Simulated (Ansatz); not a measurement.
# CH3Cl + Cl radical: a complex and its separated parts

The complex below is one end of an elementary step. How strongly is it bound against its free parts?

The runs use Ansatz 0.2.0, Gaussian basis; PBE0-D4/def2-TZVP structures, single points in def2-TZVPP, no counterpoise correction.

Levels: SPW92, PBE-D4, BLYP-D4, r2SCAN-D4, B97M-V, PBE0-D4, B3LYP-D4, r2SCAN0-D4, BHLYP-D4, CAM-B3LYP-D4, wB97X-V, wB97M-V, B2PLYP, PBE-QIDH, RPA on PBE, Hartree-Fock, MP2, CCSD, CCSD(T).

Correlated methods freeze the cores. Orbitals are unrestricted. B3LYP uses VWN-RPA correlation. B2PLYP carries no dispersion term here.

78 further runs of the same task are left out: 78 set aside as unsound or not needed.

## (1) Starting geometry

The complex: 6 atoms, charge 0, spin multiplicity 2.

Atoms are counted from 1 here; the program's logs count them from 0.

Bond lengths: H1–C2 1.161 Å, C2–Cl3 1.733 Å, C2–H5 1.087 Å, C2–H6 1.087 Å. Angles: H1–C2–Cl3 107.9°, H1–C2–H5 106.2°, H1–C2–H6 106.2°, Cl3–C2–H5 111.2°, Cl3–C2–H6 111.2°, H5–C2–H6 113.6°.

Geometry (Å):

```xyz
6
charge 0, multiplicity 2
H    -0.4231    0.3257    0.4212
C     0.3210   -0.2657   -0.2463
Cl    0.1568    0.3134   -1.8713
Cl   -1.4004    0.9958    1.7190
H     1.3128   -0.0583    0.1472
H     0.0328   -1.3109   -0.1699
```

Its parts: CH3Cl holds atoms 1, 2, 3, 5, 6; Cl radical holds atoms 4. Each part counts its atoms afresh in its own runs.

## (2) Relaxing CH3Cl alone

The input, relax-a/in.yaml:

```yaml
crystal:
  periodic: [false, false, false]
  atoms:
    - {symbol: H, position_ang: [-0.423065, 0.325693, 0.421206]}
    - {symbol: C, position_ang: [0.321037, -0.265696, -0.246295]}
    - {symbol: Cl, position_ang: [0.156795, 0.313430, -1.871286]}
    - {symbol: H, position_ang: [1.312781, -0.058326, 0.147190]}
    - {symbol: H, position_ang: [0.032849, -1.310920, -0.169852]}
basis:
  gaussian: {orbitals: def2-TZVP}
hamiltonian: {xc: pbe0, dispersion: d4}
relax: {f_tol: 0.005, max_steps: 200}
```

On the command line:

```console
$ ansatz run in.yaml --threads 2 --pin off --events-out ev --progress --plain --max-ram 4352MiB
```

After this run come: SPW92/def2-TZVPP; B97M-V/def2-TZVPP; wB97X-V/def2-TZVPP; wB97M-V/def2-TZVPP; B2PLYP/def2-TZVPP; PBE-QIDH/def2-TZVPP; RPA on PBE/def2-TZVPP; CCSD(T)/def2-TZVPP; Vibrations of CH3Cl.

Q: Predict the outcome of this session. Wanted: complex less parts, CCSD(T)/def2-TZVPP; with zero-point energy; largest T1 diagnostic.

**Answer**, as computed:

```
                              quantity         value
complex less parts, CCSD(T)/def2-TZVPP  +18.4 kJ/mol
                with zero-point energy  +12.2 kJ/mol
                 largest T1 diagnostic         0.016
```

In words: At CCSD(T) the complex lies 18.4 kJ/mol above its parts. The functionals run from BHLYP-D4, off by -4.6 kJ/mol, to SPW92, off by -91.5 kJ/mol, against CCSD(T). Mean unsigned error by rung: LDA 91.5, GGA 53.9, meta-GGA 38.5, hybrid 22.3, range-separated hybrid 14.3, double hybrid 9.6 kJ/mol. PBE-D4 gives a relative energy 58.5 kJ/mol too low, outside chemical accuracy (1 kcal/mol, 4.2 kJ/mol). No counterpoise was applied, and triple zeta lacks some correlation, so the CCSD(T) reference has a basis error of its own, and close matches with it are partly luck.
